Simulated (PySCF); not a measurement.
# Si2NH7O2 (SMILES O[SiH2]N[SiH2]O): levels of theory compared

We compute a comparison of 4 runs (HF/3-21G, B3LYP/6-31G*, PBE0/def2-SVP) of Si2NH7O2. 

The results are computed with PySCF 2.14.0.

## Step 1: The structure to begin with

Si2NH7O2: 12 atoms, total charge 0, spin state singlet. SMILES: `O[SiH2]N[SiH2]O`. Geometry: relaxed at PBE0-D4/def2-TZVP. This is a higher conformer, about 10 kJ/mol above the lowest found by a separate search.

Bond lengths: O1–Si2 1.645 Å, Si2–N3 1.723 Å, N3–Si4 1.713 Å, Si4–O5 1.647 Å, O1–H6 0.958 Å, Si2–H7 1.487 Å, Si2–H8 1.477 Å, N3–H9 1.010 Å, Si4–H10 1.484 Å, Si4–H11 1.490 Å, O5–H12 0.958 Å. Some angles: O1–Si2–N3 114.4°, Si2–N3–Si4 127.5°, N3–Si4–O5 109.1°, O1–Si2–H7 110.5°, O1–Si2–H8 103.5°, N3–Si2–H7 105.7°, N3–Si2–H8 110.3°, Si2–O1–H6 117.9°, Si2–N3–H9 115.8°, Si4–N3–H9 116.7°.

## Step 2: Energy and forces at HF/3-21G (run 1)

Input file geometry.xyz:

```xyz
12
H7NO2Si2
O     -1.806400    -0.547500    -1.854000
Si    -1.326700    -0.930200    -0.327300
N      0.314100    -0.539600     0.023000
Si     0.962200     1.001500     0.396100
O      1.553700     0.979500     1.932900
H     -1.345800    -0.961600    -2.584900
H     -1.451800    -2.393700    -0.093000
H     -2.236200    -0.140200     0.528100
H      0.953100    -1.321400     0.060600
H     -0.161500     1.959100     0.241500
H      2.081200     1.378600    -0.512500
H      2.281800     1.570400     2.128700
```

Input file run.py:

```python
from pyscf import gto

mol = gto.M(
    atom='geometry.xyz',
    max_memory=1860,
    verbose=4,
    basis='3-21g',
    spin=0,
)

mf = mol.RHF()
mf.conv_tol = 1e-10
mf.kernel()
if not mf.converged:
    mf = mf.newton().run(mf.mo_coeff, mf.mo_occ)

e_tot = mf.e_tot
print(f'total energy: {e_tot:.8f} hartree')
grad = mf.nuc_grad_method().kernel()
mf.analyze()
```

Command:

```console
$ OMP_NUM_THREADS=1 python run.py
```

Output:

```text
PySCF version 2.14.0

[... 80 lines left out ...]
Total Energy =                        -782.038238501090859
[... 10 lines left out ...]
MO #4   energy= -20.4402928715863  occ= 2
[... 8 lines left out ...]
MO #13  energy= -4.23977839788209  occ= 2
[... 8 lines left out ...]
MO #22  energy= -0.550870186117205 occ= 2
[... 8 lines left out ...]
MO #31  energy= 0.203526379857951  occ= 0
[... 8 lines left out ...]
MO #40  energy= 0.372727852739573  occ= 0
[... 8 lines left out ...]
MO #49  energy= 1.24273593827329   occ= 0
[... 8 lines left out ...]
MO #58  energy= 1.6935695705154    occ= 0
[... 8 lines left out ...]
MO #67  energy= 3.17918829975511   occ= 0
[... 82 lines left out ...]
Dipole moment(X, Y, Z, Debye):  3.11280, -0.56787, -0.98110
```

Wall time 6 s (1 thread of Intel Xeon at 2.50GHz (Skylake/Cascade Lake), shared host); peak memory 0.14 GiB.

## Step 3: Energy and forces at B3LYP/6-31G(d) (spherical functions) (run 2)

Input file job.py:

```python
# O[SiH2]N[SiH2]O
import pyscf.grad
from pyscf import gto, dft

mol = gto.Mole()
mol.atom = '''
O     -3.413601    -1.034625    -3.503552
Si    -2.507100    -1.757823    -0.618507
N      0.593563    -1.019696     0.043464
Si     1.818294     1.892561     0.748521
O      2.936067     1.850987     3.652652
H     -2.543193    -1.817161    -4.884753
H     -2.743504    -4.523437    -0.175745
H     -4.225806    -0.264940     0.997964
H      1.801098    -2.497084     0.114517
H     -0.305191     3.702162     0.456369
H      3.932898     2.605176    -0.968485
H      4.311977     2.967626     4.022660
'''
mol.max_memory = 1860
mol.unit = 'bohr'
mol.basis = '6-31g*'
mol.verbose = 3
mol.build()

mf = dft.RKS(mol)
mf.xc = 'b3lyp'
mf.conv_tol = 1e-10
mf.grids.level = 5
mf.kernel()
if not mf.converged:
    mf = mf.newton().run(mf.mo_coeff, mf.mo_occ)

etot = mf.e_tot
print('E = %.10f Eh' % etot)
grad = mf.Gradients().kernel()
dip = mf.dip_moment()
pop, q = mf.mulliken_pop()
```

Command:

```console
$ OMP_NUM_THREADS=1 python job.py
```

Output:

```text
converged SCF energy = -788.509779865639
[... 9 lines left out ...]
Dipole moment(X, Y, Z, Debye):  2.66934, -0.57259, -0.76853
[... 105 lines left out ...]
charge of   11H =      0.42400
```

It took 67 s on 1 thread of Intel Xeon at 2.50GHz (Skylake/Cascade Lake), shared host; peak memory 0.91 GiB.

## Step 4: Energy and gradient at B3LYP/6-31G(d) (Cartesian functions) (run 3)

Input file calc.py:

```python
# O[SiH2]N[SiH2]O
import pyscf.grad
from pyscf import gto, dft

molecule = gto.Mole()
molecule.atom = [
    ('O', (-1.806400, -0.547500, -1.854000)),
    ('Si', (-1.326700, -0.930200, -0.327300)),
    ('N', (0.314100, -0.539600, 0.023000)),
    ('Si', (0.962200, 1.001500, 0.396100)),
    ('O', (1.553700, 0.979500, 1.932900)),
    ('H', (-1.345800, -0.961600, -2.584900)),
    ('H', (-1.451800, -2.393700, -0.093000)),
    ('H', (-2.236200, -0.140200, 0.528100)),
    ('H', (0.953100, -1.321400, 0.060600)),
    ('H', (-0.161500, 1.959100, 0.241500)),
    ('H', (2.081200, 1.378600, -0.512500)),
    ('H', (2.281800, 1.570400, 2.128700)),
]
molecule.verbose = 4
molecule.cart = True
molecule.basis = '6-31g*'
molecule.charge = 0
molecule.max_memory = 1860
molecule.build()

myscf = dft.RKS(molecule)
myscf.xc = 'b3lyp'
myscf.conv_tol = 1e-10
myscf.grids.level = 5
myscf.kernel()
if not myscf.converged:
    myscf = myscf.newton().run(myscf.mo_coeff, myscf.mo_occ)

energy = myscf.e_tot
print('Final energy', energy)
grad = myscf.Gradients().kernel()
dip = myscf.dip_moment()
pop, q = myscf.mulliken_pop()
```

Command:

```console
$ OMP_NUM_THREADS=1 python calc.py
```

Output:

```text
PySCF version 2.14.0

[... 83 lines left out ...]
converged SCF energy = -788.517150066646
Final energy -788.5171500666464
[... 12 lines left out ...]
Dipole moment(X, Y, Z, Debye):  2.67103, -0.57213, -0.76698
[... 110 lines left out ...]
charge of   11H =      0.41753
```

Run time: 91 s. Hardware: 1 thread of Intel Xeon at 2.50GHz (Skylake/Cascade Lake), shared host; peak memory 0.96 GiB.

## Step 5: Energy and forces at PBE0/def2-SVP (run 4)

Input file calc.py:

```python
# O[SiH2]N[SiH2]O
import pyscf.grad
from pyscf import gto, dft

system = gto.M(
    atom='''
O       -1.806400      -0.547500      -1.854000
Si      -1.326700      -0.930200      -0.327300
N        0.314100      -0.539600       0.023000
Si       0.962200       1.001500       0.396100
O        1.553700       0.979500       1.932900
H       -1.345800      -0.961600      -2.584900
H       -1.451800      -2.393700      -0.093000
H       -2.236200      -0.140200       0.528100
H        0.953100      -1.321400       0.060600
H       -0.161500       1.959100       0.241500
H        2.081200       1.378600      -0.512500
H        2.281800       1.570400       2.128700
''',
    basis='def2-svp',
    max_memory=1860,
    verbose=4,
)

calc0 = dft.RKS(system, xc='pbe0')
calc0.grids.level = 5
calc0.conv_tol = 1e-10
calc0.kernel()
if not calc0.converged:
    calc0 = calc0.newton().run(calc0.mo_coeff, calc0.mo_occ)

e_tot = calc0.e_tot
print('Final energy', e_tot)
grad = calc0.Gradients().kernel()
calc0.analyze()
```

Command:

```console
$ OMP_NUM_THREADS=1 python calc.py
```

Output:

```text
PySCF version 2.14.0

[... 81 lines left out ...]
converged SCF energy = -787.709722638833
[... 29 lines left out ...]
MO #8   energy= -3.69201125296925  occ= 2
[... 14 lines left out ...]
MO #23  energy= -0.391734157914637 occ= 2
[... 14 lines left out ...]
MO #38  energy= 0.138617259887175  occ= 0
[... 14 lines left out ...]
MO #53  energy= 0.563217777408423  occ= 0
[... 14 lines left out ...]
MO #68  energy= 1.04201428604871   occ= 0
[... 14 lines left out ...]
MO #83  energy= 1.59750820655282   occ= 0
[... 14 lines left out ...]
MO #98  energy= 2.276516861612     occ= 0
[... 14 lines left out ...]
MO #113 energy= 3.71659482549985   occ= 0
[... 128 lines left out ...]
Dipole moment(X, Y, Z, Debye):  2.58470, -0.56006, -0.73395
```

It took 94 s on 1 thread of Intel Xeon at 2.50GHz (Skylake/Cascade Lake), shared host; peak memory 1.2 GiB.

## Step 6: The series

```
run                               level  integration grid  Cartesian functions  energy (Eh)  dipole moment (D)  HOMO energy (eV)  LUMO energy (eV)  wall time
  1                            HF/3-21G                 –                   no  -782.038239               3.31            -11.14              5.13        6 s
  2  B3LYP/6-31G* (spherical functions)                 5                   no  -788.509780               2.84             -7.41              0.98       67 s
  3  B3LYP/6-31G* (Cartesian functions)                 5                  yes  -788.517150               2.84             -7.42              0.94       91 s
  4                       PBE0/def2-SVP                 5                   no  -787.709723               2.74             -7.79              1.21       94 s
```

## Step 7: Results

```
                       quantity          value
            run 4: total energy  -787.70972 Eh
           run 4: dipole moment         2.74 D
             run 4: HOMO energy       -7.79 eV
             run 4: LUMO energy        1.21 eV
           run 4: HOMO–LUMO gap        9.00 eV
run 4: largest force on an atom     0.587 eV/Å
```

The dipole moment (its size) runs from 2.74 D (PBE0/def2-SVP) to 3.31 D (HF/3-21G). The two ends differ in method and basis. The HOMO–LUMO gap runs from 8.35 eV (B3LYP/6-31G*) to 16.27 eV (HF/3-21G). Totals of different functionals can't be ranked against each other. All runs together took 4.3 min, the longest 94 s.
